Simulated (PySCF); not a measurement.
# CuHO: the cost of one run

Computed with PySCF 2.14.0; each step states its level. No surroundings beyond the atoms listed, unless a continuum is named. Atoms count from 0, parts from 1.

### Step 1. The system as given

3 atoms, charge 0, multiplicity 1; geometry: GFN2-xTB. Parts: 1 = atom 0, `[Cu+]`, charge 1; 2 = atoms 1–2, `[OH-]`, charge -1.

### Step 2. Relaxing the molecule at PBE0-D3(BJ)/def2-SVPD

What the job is given:

```
{"job": {"xc": "PBE0", "basis": "def2-SVPD", "d3": "d3bj", "grid": 2, "kind": "geom"}, "charge": 0, "multiplicity": 1, "parts": [{"atoms": "0-0", "charge": 1, "multiplicity": 1}, {"atoms": "1-2", "charge": -1, "multiplicity": 1}]}
Cu     0.006924     0.248021     0.131474
O      0.429081     1.704891     0.987918
H     -0.313366     2.288904     1.130094
```

On the command line:

```bash
$ OMP_NUM_THREADS=1 python cluster_run.py task.json out
```

The driver reads the jobs from task.json and runs them one after another.

Q: Estimate the wall time and peak memory of this first job on 1 thread of Arm Neoverse N1, shared host.

About 10 s, with a peak of 0.32 GiB.
